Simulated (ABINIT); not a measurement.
# InSb3 (Pm-3m) in ABINIT: further runs

The runs below take InSb3 through relaxation of cell and atoms, single point, with PBEsol, LDA.

Program: ABINIT 10.8.3 (patched build). These are calculated values, not measurements. Logs are shortened: lines on timing, memory, paths and dates and some standing lists are left out, and cuts for length are marked. The log counts tension as positive stress, the text compression.

### 1 The crystal as given

The structure is cubic, space group Pm-3m (No. 221). Conventional cell: a = 4.806 Å, b = 4.806 Å, c = 4.806 Å, α = 90.00°, β = 90.00°, γ = 90.00°. Sb (site symmetry 4/mmm) is surrounded by 8 Sb at 3.40 Å and 4 In at 3.40 Å. Around In (site symmetry m-3m) lie 12 Sb at 3.40 Å.

The cell comes from a database or a generator and needn't be the stable form of this composition.

### 2 Relaxation of cell and atoms, PBEsol

run.abi

```
# Pseudopotentials
pp_dirpath "./"
pseudos "Sb.upf, In.upf"

# Structure
acell 4.806367 4.806367 4.806367 Angstrom
rprim
     1.0000000000     0.0000000000     0.0000000000
     0.0000000000     1.0000000000     0.0000000000
     0.0000000000     0.0000000000     1.0000000000
ntypat 2
znucl 51 49
natom 4
typat 1 1 1 2
chkprim 0
chksymtnons 0
tolsym 1.0e-6
xred
            1/2            1/2            0.0
            0.0            1/2            1/2
            1/2            0.0            1/2
            0.0            0.0            0.0

# Plane-wave basis
ecut 1088.455450 eV
ecutsm 0.5

# k points
kptopt 1
ngkpt 4 4 4
nshiftk 1
shiftk 0.0 0.0 0.0

# Exchange and correlation
ixc -116133

# Bands and occupations
nband 35
occopt 3
tsmear 0.05 eV

# SCF cycle
nstep 80
tolvrs 1.0e-12

# Output
iomode 3
prteig 0
prtebands 0
prtwf 0
prtden 0

# Relaxation
ionmov 2
optcell 2
ntime 50
tolmxf 2.0e-5
dilatmx 1.08
```

Potentials or basis: PseudoDojo NC SR PBEsol v0.4.1 standard.

On the command line:

```bash
$ abinit run.abi > log 2>&1
```

run.abo:

```text
.Version 10.8.3 of ABINIT
 Symmetries : space group Pm -3 m (#221); Bravais cP (primitive cubic)
================================================================================
 Values of the parameters that define the memory need of the present run
     intxc =       0    ionmov =       2      iscf =       7    lmnmax =       6
     lnmax =       6     mgfft =      60  mpssoang =       3    mqgrid =    3001
     natom =       4  nloc_mem =       1    nspden =       1   nspinor =       1
    nsppol =       1      nsym =      48    n1xccc =    2501    ntypat =       2
    occopt =       3   xclevel =       2
       mpw =       11407          nfft =      216000          nkpt =          10
================================================================================
================================================================================

--------------------------------------------------------------------------------
------------- Echo of variables that govern the present computation ------------
--------------------------------------------------------------------------------
 -outvars: echo values of preprocessed input variables --------
            acell      9.0827172906E+00  9.0827172906E+00  9.0827172906E+00 Bohr
              amu      1.21753000E+02  1.14820000E+02
          chkprim           0
      chksymtnons           0
          dilatmx      1.08000000E+00
             ecut      4.00000000E+01 Hartree
           ecutsm      5.00000000E-01 Hartree
           ionmov           2
              ixc     -116133
         kptrlatt        4    0    0      0    4    0      0    0    4
          kptrlen      3.63308692E+01
            natom           4
            nband          35
            ngfft          60      60      60
             nkpt          10
            nstep          80
             nsym          48
            ntime          50
           ntypat           2
           occopt           3
          optcell           2
           prtden           0
        prtebands           0
           prteig           0
            prtwf           0
          spgroup         221
           tolmxf      2.00000000E-05
           tolsym      1.00000000E-06
           tolvrs      1.00000000E-12
           tsmear      1.83746611E-03 Hartree
            typat      1  1  1  2
           xangst      2.4031835000E+00  2.4031835000E+00  0.0000000000E+00
                       0.0000000000E+00  2.4031835000E+00  2.4031835000E+00
                       2.4031835000E+00  0.0000000000E+00  2.4031835000E+00
                       0.0000000000E+00  0.0000000000E+00  0.0000000000E+00
            xcart      4.5413586453E+00  4.5413586453E+00  0.0000000000E+00
                       0.0000000000E+00  4.5413586453E+00  4.5413586453E+00
                       4.5413586453E+00  0.0000000000E+00  4.5413586453E+00
                       0.0000000000E+00  0.0000000000E+00  0.0000000000E+00
             xred      5.0000000000E-01  5.0000000000E-01  0.0000000000E+00
                       0.0000000000E+00  5.0000000000E-01  5.0000000000E-01
                       5.0000000000E-01  0.0000000000E+00  5.0000000000E-01
                       0.0000000000E+00  0.0000000000E+00  0.0000000000E+00
            znucl       51.00000   49.00000

================================================================================

 chkinp: Checking input parameters for consistency.

================================================================================
== DATASET  1 ==================================================================

--- !DatasetInfo
iteration_state: {dtset: 1, }
dimensions: {natom: 4, nkpt: 10, mband: 35, nsppol: 1, nspinor: 1, nspden: 1, mpw: 11407, }
cutoff_energies: {ecut:  40.0, pawecutdg:  -1.0, }
electrons: {nelect:   5.80000000E+01, charge:   0.00000000E+00, occopt:   3.00000000E+00, tsmear:   1.83746611E-03, }
meta: {optdriver: 0, ionmov: 2, optcell: 2, iscf: 7, paral_kgb: 0, }
...

 Real(R)+Recip(G) space primitive vectors, cartesian coordinates (Bohr,Bohr^-1):
 R(1)=  9.0827173  0.0000000  0.0000000  G(1)=  0.1100992  0.0000000  0.0000000
 R(2)=  0.0000000  9.0827173  0.0000000  G(2)=  0.0000000  0.1100992  0.0000000
 R(3)=  0.0000000  0.0000000  9.0827173  G(3)=  0.0000000  0.0000000  0.1100992
 Unit cell volume ucvol=  7.4928561E+02 bohr^3
 Angles (23,13,12)=  9.00000000E+01  9.00000000E+01  9.00000000E+01 degrees

 getcut: wavevector=  0.0000  0.0000  0.0000  ngfft=  60  60  60
         ecut(hartree)=     46.656   => boxcut(ratio)=   2.14841

--- Pseudopotential description ------------------------------------------------
- pspini: atom type   1  psp file is ./Sb.upf
  51.00000  15.00000  180301                  znucl, zion, pspdat
12 -116133 2 -1 1434                          pspcod,pspxc,lmax,lloc,mmax
     nproj     2     2     2

- pspini: atom type   2  psp file is ./In.upf
  49.00000  13.00000  180301                  znucl, zion, pspdat
12 -116133 2 -1 1940                          pspcod,pspxc,lmax,lloc,mmax
     nproj     2     2     2

   6.04644636E+03                                ecore*ucvol(ha*bohr**3)
--------------------------------------------------------------------------------

================================================================================

=== [ionmov= 2] Broyden-Fletcher-Goldfarb-Shanno method (forces)
================================================================================

--- Iteration: ( 1/50) Internal Cycle: (1/1)
--------------------------------------------------------------------------------

---SELF-CONSISTENT-FIELD CONVERGENCE--------------------------------------------
[... 559 lines left out ...]
 Difference of energy with previous step (new-old):
           Absolute (Ha)=-2.02787E-08
           Relative     =-5.98856E-11

 At Broyd/MD step   5, gradients are converged :
  max grad (force/stress) = 3.1500E-07 < tolmxf= 2.0000E-05 ha/bohr (free atoms)

================================================================================

 ----iterations are completed or convergence reached----

 Mean square residual over all n,k,spin=   94.216E-14; max=  25.185E-11
 reduced coordinates (array xred) for    4 atoms
       0.500000000000      0.500000000000      0.000000000000
       0.000000000000      0.500000000000      0.500000000000
       0.500000000000      0.000000000000      0.500000000000
       0.000000000000      0.000000000000      0.000000000000
 rms dE/dt=  0.0000E+00; max dE/dt=  0.0000E+00; dE/dt below (all hartree)
    1       0.000000000000      0.000000000000      0.000000000000
    2       0.000000000000      0.000000000000      0.000000000000
    3       0.000000000000      0.000000000000      0.000000000000
    4       0.000000000000      0.000000000000      0.000000000000

 cartesian coordinates (angstrom) at end:
    1      2.37007693811227     2.37007693811227     0.00000000000000
    2      0.00000000000000     2.37007693811227     2.37007693811227
    3      2.37007693811227     0.00000000000000     2.37007693811227
    4      0.00000000000000     0.00000000000000     0.00000000000000

 cartesian forces (hartree/bohr) at end:
    1     -0.00000000000000    -0.00000000000000    -0.00000000000000
    2     -0.00000000000000    -0.00000000000000    -0.00000000000000
    3     -0.00000000000000    -0.00000000000000    -0.00000000000000
    4     -0.00000000000000    -0.00000000000000    -0.00000000000000
 frms,max,avg= 0.0000000E+00 0.0000000E+00   0.000E+00  0.000E+00  0.000E+00 h/b

 cartesian forces (eV/Angstrom) at end:
    1     -0.00000000000000    -0.00000000000000    -0.00000000000000
    2     -0.00000000000000    -0.00000000000000    -0.00000000000000
    3     -0.00000000000000    -0.00000000000000    -0.00000000000000
    4     -0.00000000000000    -0.00000000000000    -0.00000000000000
 frms,max,avg= 0.0000000E+00 0.0000000E+00   0.000E+00  0.000E+00  0.000E+00 e/A
 length scales=  8.957592620725  8.957592620725  8.957592620725 bohr
              =  4.740153876225  4.740153876225  4.740153876225 angstroms
 Fermi (or HOMO) energy (hartree) =   0.27901   Average Vxc (hartree)=  -0.40344
 Eigenvalues (hartree) for nkpt=  10  k points:
 kpt#   1, nband= 35, wtk=  0.01563, kpt=  0.0000  0.0000  0.0000 (reduced coord)
  -0.78753   -0.78753   -0.78753   -0.78738   -0.78526   -0.78526   -0.78496   -0.78496
  -0.78452   -0.78452   -0.78452   -0.78324   -0.78324   -0.78324   -0.78295   -0.25050
  -0.25050   -0.24978   -0.24978   -0.24978   -0.17337    0.01206    0.01206    0.12047
   0.12047    0.12047    0.15124    0.30341    0.30341    0.30341    0.35024    0.35024
   0.35024    0.46165    0.46165
      occupation numbers for kpt#   1
   2.00000    2.00000    2.00000    2.00000    2.00000    2.00000    2.00000    2.00000
   2.00000    2.00000    2.00000    2.00000    2.00000    2.00000    2.00000    2.00000
   2.00000    2.00000    2.00000    2.00000    2.00000    2.00000    2.00000    2.00000
   2.00000    2.00000    2.00000    0.00000    0.00000    0.00000    0.00000    0.00000
   0.00000    0.00000    0.00000
 prteigrs : prtvol=0 or 1, do not print more k-points.

--- !EnergyTerms
iteration_state     : {dtset: 1, itime: 5, icycle: 1, }
comment             : Components of total free energy in Hartree
kinetic             :  2.01335447294105E+02
hartree             :  7.28119564547546E+01
xc                  : -8.73586089487327E+01
Ewald energy        : -2.15606664408741E+02
psp_core            :  8.41252334583430E+00
local_psp           : -2.45988154655587E+02
non_local_psp       : -7.22298263573815E+01
internal            : -3.38623327275748E+02
'-kT*entropy'       : -7.43673467604434E-04
total_energy        : -3.38624070949216E+02
total_energy_eV     : -9.21443038678558E+03
band_energy         : -2.42975348535046E+01
...

 Cartesian components of stress tensor (hartree/bohr^3)
  sigma(1 1)=  3.15001385E-09  sigma(3 2)=  0.00000000E+00
  sigma(2 2)=  3.15001385E-09  sigma(3 1)=  0.00000000E+00
  sigma(3 3)=  3.15001385E-09  sigma(2 1)=  0.00000000E+00

-Cartesian components of stress tensor (GPa)         [Pressure= -9.2677E-05 GPa]
- sigma(1 1)=  9.26766071E-05  sigma(3 2)=  0.00000000E+00
- sigma(2 2)=  9.26766072E-05  sigma(3 1)=  0.00000000E+00
- sigma(3 3)=  9.26766070E-05  sigma(2 1)=  0.00000000E+00

== END DATASET(S) ==============================================================
================================================================================

 -outvars: echo values of variables after computation  --------
            acell      8.9575926207E+00  8.9575926207E+00  8.9575926207E+00 Bohr
           etotal     -3.3862407095E+02
            fcart     -0.0000000000E+00 -0.0000000000E+00 -0.0000000000E+00
                      -0.0000000000E+00 -0.0000000000E+00 -0.0000000000E+00
                      -0.0000000000E+00 -0.0000000000E+00 -0.0000000000E+00
                      -0.0000000000E+00 -0.0000000000E+00 -0.0000000000E+00
           strten      3.1500138505E-09  3.1500138522E-09  3.1500138470E-09
                       0.0000000000E+00  0.0000000000E+00  0.0000000000E+00
           xangst      2.3700769381E+00  2.3700769381E+00  0.0000000000E+00
                       0.0000000000E+00  2.3700769381E+00  2.3700769381E+00
                       2.3700769381E+00  0.0000000000E+00  2.3700769381E+00
                       0.0000000000E+00  0.0000000000E+00  0.0000000000E+00
             xred      5.0000000000E-01  5.0000000000E-01  0.0000000000E+00
                       0.0000000000E+00  5.0000000000E-01  5.0000000000E-01
                       5.0000000000E-01  0.0000000000E+00  5.0000000000E-01
                       0.0000000000E+00  0.0000000000E+00  0.0000000000E+00
 Calculation completed.
```

Wall time 12 min (1 thread of Arm Neoverse V1, shared host); peak memory 0.18 GiB.

What came out:

- Free energy: -9214.4304 eV
- Relaxed volume: 26.63 Å³/atom
- Relaxed cell: a = 4.740 Å, b = 4.740 Å, c = 4.740 Å, α = 90.00°, β = 90.00°, γ = 90.00°
- Space group after relaxing (to 0.05 Å): Pm-3m (No. 221)
- Energy gained by relaxing: 8.6 meV/atom
- Ionic steps: 5
- Pressure after relaxing: 0.0 GPa
- Band gap on the k mesh: none (metal or under the smearing width)

Step by step:
```
step  energy change (eV)  largest force (eV/Å)  pressure (GPa)  volume (Å³)
   1              0.0000                0.0000           -2.35       111.03
   2             -0.0107                0.0000           -1.97       110.24
   3             -0.0343                0.0000            0.14       106.27
   4             -0.0344                0.0000           -0.01       106.52
   5             -0.0344                0.0000            0.00       106.51
```

Final structure:
```xyz
4
Lattice="4.7402 0.0000 0.0000 0.0000 4.7402 0.0000 0.0000 0.0000 4.7402" Properties=species:S:1:pos:R:3 pbc="T T T"
Sb    2.3701    2.3701    0.0000
Sb    0.0000    2.3701    2.3701
Sb    2.3701    0.0000    2.3701
In    0.0000    0.0000    0.0000
```

The run has no spin-orbit coupling, so splittings on Sb are missing.

### 3 Single point, PBEsol (cell relaxed)

run.abi

```
# Pseudopotentials
pp_dirpath "./"
pseudos "Sb.upf, In.upf"

# Structure
acell 4.74015388 4.74015388 4.74015388 Angstrom
rprim
     1.0000000000     0.0000000000     0.0000000000
     0.0000000000     1.0000000000     0.0000000000
     0.0000000000     0.0000000000     1.0000000000
ntypat 2
znucl 51 49
natom 4
typat 1 1 1 2
xred
     0.5000000000     0.5000000000     0.0000000000
     0.0000000000     0.5000000000     0.5000000000
     0.5000000000     0.0000000000     0.5000000000
     0.0000000000     0.0000000000     0.0000000000
chkprim 0
chksymtnons 0
tolsym 1.0e-6

# Plane-wave basis
ecut 40.0

# k points
kptopt 1
ngkpt 4 4 4
nshiftk 1
shiftk 0.0 0.0 0.0

# Exchange and correlation
ixc -116133

# Bands and occupations
nband 35
occopt 3
tsmear 0.05 eV

# SCF cycle
nstep 100
tolvrs 1.0e-10

# Output
iomode 3
prtwf 0
prtden 0
prteig 0
prtebands 0
enunit 2
```

Potentials or basis: PseudoDojo NC SR PBEsol v0.4.1 standard.

On the command line:

```bash
$ abinit run.abi > log 2>&1
```

Wall time 2.3 min (1 thread of Arm Neoverse V1, shared host); peak memory 0.14 GiB.

The run converged. Its results:

```
Free energy                                           : -9214.4309 eV
Pressure                                              : -0.1 GPa
Band gap on the k mesh                                : none (metal or under the smearing width)
Valence electrons inside the program's atomic spheres : Sb 11.16; In 9.88
```

Levels at points of the mesh, in eV from the Fermi level:
```
           k point  band 27  band 28  band 29  band 30  band 31  band 32
(0.00, 0.00, 0.00)    -3.48     0.66     0.66     0.66     1.94     1.94
(0.50, 0.00, 0.00)    -2.04    -2.04    -1.00    -0.78     2.36     2.45
(0.50, 0.50, 0.00)    -1.48    -1.27    -0.97    -0.97    -0.24     1.13
(0.50, 0.50, 0.50)    -5.04    -4.76     3.86     3.86     3.97     3.97
```

### 4 Single point, LDA (atoms moved at random)

run.abi

```
# Pseudopotentials
pp_dirpath "./"
pseudos "Sb.hgh, In_sc.hgh"

# Structure
acell 4.806367 4.806367 4.806367 Angstrom
rprim
     1.0000000000     0.0000000000     0.0000000000
     0.0000000000     1.0000000000     0.0000000000
     0.0000000000     0.0000000000     1.0000000000
ntypat 2
znucl 51 49
natom 4
typat 1 1 1 2
xred
     0.4890100000     0.4974270000     0.0170410000
    -0.0183350000     0.4723060000     0.5111000000
     0.4962730000    -0.0069410000     0.5028420000
    -0.0131790000    -0.0077180000    -0.0130000000
chkprim 0
chksymtnons 0
tolsym 1.0e-6

# Plane-wave basis
ecut 1442.203471 eV

# k points
kptopt 1
ngkpt 4 4 4
nshiftk 1
shiftk 0.0 0.0 0.0

# Exchange and correlation
ixc 7

# Bands and occupations
nband 18
occopt 3
tsmear 0.05 eV

# SCF cycle
nstep 100
tolvrs 1.0e-10

# Output
iomode 3
prtwf 0
prtden 0
prteig 0
prtebands 0
```

Potentials or basis: HGH LDA semicore.

On the command line:

```bash
$ abinit run.abi > log 2>&1
```

It took 4.9 min on 1 thread of Arm Neoverse V1, shared host; peak memory 0.21 GiB.

Results (log left out):

```yaml
Free_energy: -1991.6357 eV
Pressure: -3.3 GPa
Largest_force: 0.150 eV/Å
Band_gap_on_the_k_mesh: none (metal or under the smearing width)
Valence_electrons_inside_the_program's_atomic_spheres: Sb 1.50; In 9.90
```

Forces on the atoms (eV/Å):
```
Sb  -0.051  0.083  0.114
Sb   0.013  0.008 -0.051
Sb  -0.032 -0.023 -0.081
In   0.070 -0.068  0.018
```

Stress tensor (GPa, compression positive):
```
-3.24  0.12  0.03
 0.12 -3.21 -0.06
 0.03 -0.06 -3.30
```

Levels at points of the mesh, in eV from the Fermi level:
| k point | band 11 | band 12 | band 13 | band 14 | band 15 | band 16 | band 17 | band 18 |
| --- | --- | --- | --- | --- | --- | --- | --- | --- |
| (0.00, 0.00, 0.00) | -4.03 | -3.46 | 0.66 | 0.68 | 0.69 | 1.91 | 1.94 | 1.97 |
| (0.50, 0.00, 0.00) | -2.68 | -1.92 | -1.85 | -0.81 | -0.62 | 2.10 | 2.33 | 2.37 |
| (0.00, 0.50, 0.00) | -2.67 | -1.93 | -1.87 | -0.82 | -0.63 | 2.11 | 2.33 | 2.39 |
| (0.50, 0.50, 0.00) | -1.43 | -1.42 | -1.17 | -0.90 | -0.84 | -0.32 | 1.28 | 3.44 |
| (0.00, 0.00, 0.50) | -2.66 | -1.89 | -1.87 | -0.82 | -0.66 | 2.10 | 2.23 | 2.39 |
| (0.50, 0.00, 0.50) | -1.52 | -1.44 | -1.25 | -0.85 | -0.71 | -0.29 | 1.24 | 3.44 |
| (0.00, 0.50, 0.50) | -1.48 | -1.44 | -1.25 | -0.85 | -0.71 | -0.30 | 1.25 | 3.42 |
| (0.50, 0.50, 0.50) | -4.72 | -4.71 | -4.48 | 3.66 | 3.68 | 3.75 | 3.75 | 3.76 |

Caveat: HGH potentials are hard and often keep d shells in the core, so these values are rough.
